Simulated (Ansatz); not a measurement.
# BH2OF (SMILES OBF) at HSE06/STO-3G

What is the electronic atomisation energy of BH2OF at HSE06/STO-3G? 

Program for the calculation: Ansatz 0.2.0.

70 further runs of the same task are left out: 1 that didn't finish, 69 set aside as unsound or not needed.

## 1. The system as given

BH2OF: 5 atoms, total charge 0, spin state singlet. SMILES: `OBF`. Geometry: relaxed at PBE0-D4/def2-TZVP. This is one conformer, not always the lowest.

Bond lengths: O1–B2 1.344 Å, B2–F3 1.332 Å, O1–H4 0.963 Å, B2–H5 1.192 Å. Angles: O1–B2–F3 120.3°, O1–B2–H5 120.1°, F3–B2–H5 119.6°, B2–O1–H4 113.4°.

## 2. A single-point energy at HSE06/STO-3G

molecule.yaml

```yaml
crystal:
  periodic: [false, false, false]
  atoms:
    - {symbol: O, position_ang: [-0.965400, 0.157400, 0.156900]}
    - {symbol: B, position_ang: [0.365000, -0.030200, 0.201100]}
    - {symbol: F, position_ang: [1.039200, -0.323700, -0.909500]}
    - {symbol: H, position_ang: [-1.337200, 0.057400, -0.725800]}
    - {symbol: H, position_ang: [0.948300, 0.065400, 1.236000]}
basis:
  gaussian: {orbitals: STO-3G}
hamiltonian: {xc: hse06}
accuracy: high
```

On the command line:

```
$ ansatz run molecule.yaml --threads 1 --pin off --max-ram 2610MiB --events-out events.jsonl --progress --plain --runs-dir runs
```

Output:

```text
Warning: RAYON_NUM_THREADS=1 ignored (pool sized by the plan → 1); use --threads N
Functional definition: HSE06
  name "HSE06"
  parameter a = 0.25
  parameter omega = 0.11/bohr
  exchange = pbe_x - a*pbe_x_sr(omega) + a*exact_x_sr(omega)
  correlation = pbe_c
297 factors; integrals over basis functions are off by at most 3.2e-8 eV
48 factors; integrals over basis functions are off by at most 6.2e-10 eV
mean field evaluation 1: about -5392.8258 eV, gradient 1.5e1 eV
mean field evaluation 2: about -5392.7148 eV, gradient 1.8e1 eV
mean field evaluation 4: about -5393.5654 eV, gradient 1.2e0 eV
mean field evaluation 8: about -5393.5528 eV, gradient 1.8e-3 eV
mean field evaluation 16: about -5393.5528 eV, gradient 2.6e-8 eV
mean field -5393.55276149 eV, -198.2094081034 hartree, gradient 2.6e-8 eV, S^2 0.000000; 0 other end points of the search recorded, 0 dependent functions left out
reference -5393.55276307 eV, -198.2094081613 hartree; 12, 12 occupied and 5, 5 virtual orbitals, 297 factors
Total energy: -5393.55276307 eV, -198.2094081613 hartree
```

It took 1.2 s on 1 thread of Arm Neoverse V1, shared host; peak memory 0.092 GiB.

## 3. The B atom at the same level

job.yaml

```yaml
crystal:
  periodic: [false, false, false]
  atoms:
    - symbol: B
      position_ang: [0.000000, 0.000000, 0.000000]
basis:
  gaussian:
    orbitals: STO-3G
magnetization:
  spin_polarized: true
  initial_magnetization: 1
accuracy: high
hamiltonian:
  xc: hse06
```

Run the same way, it converges to -24.23396 Eh (log not shown).

## 4. The F atom at the same level

run.yaml

```yaml
crystal:
  periodic: [false, false, false]
  atoms:
    - {symbol: F, position_ang: [0.000000, 0.000000, 0.000000]}
basis:
  gaussian:
    orbitals: STO-3G
accuracy: high
hamiltonian:
  xc: hse06
magnetization:
  spin_polarized: true
  initial_magnetization: 1
```

On the command line:

```
$ ansatz run run.yaml --threads 1 --pin off --max-ram 2610MiB --events-out events.jsonl --progress --plain --runs-dir runs
```

Output, cut to the lines that bear on the results:

```text
Warning: RAYON_NUM_THREADS=1 ignored (pool sized by the plan → 1); use --threads N
[... 6 set-up lines as earlier in the session ...]
15 factors; integrals over basis functions are off by at most 1.2e-9 eV
13 factors; integrals over basis functions are off by at most 2.0e-10 eV
mean field evaluation 1: about -2672.1445 eV, gradient 4.3e-13 eV
mean field evaluation 2: about -2672.1438 eV, gradient 4.7e-12 eV
mean field -2672.14383719 eV, -98.1994747724 hartree, gradient 0.0e0 eV, S^2 0.750000; 0 other end points of the search recorded, 0 dependent functions left out
reference -2672.14383749 eV, -98.1994747835 hartree; 5, 4 occupied and 0, 1 virtual orbitals, 15 factors
Total energy: -2672.14383749 eV, -98.1994747835 hartree
```

Run time: 0.28 s. Hardware: 1 thread of Arm Neoverse V1, shared host.

## 5. The H atom at the same level

in.yaml

```yaml
crystal:
  periodic: [false, false, false]
  atoms:
    - {symbol: H, position_ang: [0.000000, 0.000000, 0.000000]}
basis:
  gaussian:
    orbitals: STO-3G
magnetization:
  spin_polarized: true
  initial_magnetization: 1
hamiltonian:
  xc: hse06
accuracy: high
```

On the command line:

```
$ ansatz run in.yaml --threads 1 --pin off --max-ram 2610MiB --events-out events.jsonl --progress --plain --runs-dir runs
```

Output, cut to the lines that bear on the results:

```text
Warning: RAYON_NUM_THREADS=1 ignored (pool sized by the plan → 1); use --threads N
[... 6 set-up lines as earlier in the session ...]
1 factors; integrals over basis functions are off by at most 4.6e-10 eV
1 factors; integrals over basis functions are off by at most 1.8e-10 eV
mean field evaluation 1: about -12.6861 eV, gradient 0.0e0 eV
mean field evaluation 2: about -12.6860 eV, gradient 0.0e0 eV
mean field -12.68600353 eV, -0.4662020310 hartree, gradient 0.0e0 eV, S^2 0.750000; 0 other end points of the search recorded, 0 dependent functions left out
reference -12.68600463 eV, -0.4662020713 hartree; 1, 0 occupied and 0, 1 virtual orbitals, 1 factors
Total energy: -12.68600463 eV, -0.4662020713 hartree
```

It took 0.15 s on 1 thread of Arm Neoverse V1, shared host.

## 6. The O atom at the same level

job.yaml

```yaml
crystal:
  periodic: [false, false, false]
  atoms:
    - {symbol: O, position_ang: [0.000000, 0.000000, 0.000000]}
basis:
  gaussian:
    orbitals: STO-3G
magnetization:
  spin_polarized: true
  initial_magnetization: 2
hamiltonian:
  xc: hse06
accuracy: high
```

Run the same way, it converges to -73.97333 Eh (log not shown).

## 7. Results

Level: HSE06/STO-3G.

```
                     quantity          value
       molecule: total energy  -198.20941 Eh
         B atom: total energy   -24.23396 Eh
                 B atom: ⟨S²⟩          0.750
         F atom: total energy   -98.19947 Eh
                 F atom: ⟨S²⟩          0.750
         H atom: total energy    -0.46620 Eh
                 H atom: ⟨S²⟩          0.750
         O atom: total energy   -73.97333 Eh
                 O atom: ⟨S²⟩          2.000
electronic atomisation energy      23.680 eV
```

In words: Taking the molecule apart into free atoms costs 23.68 eV (2285 kJ/mol), before zero-point energy and without spin-orbit coupling. In a minimal basis such a difference can be off by several eV, whatever the method.
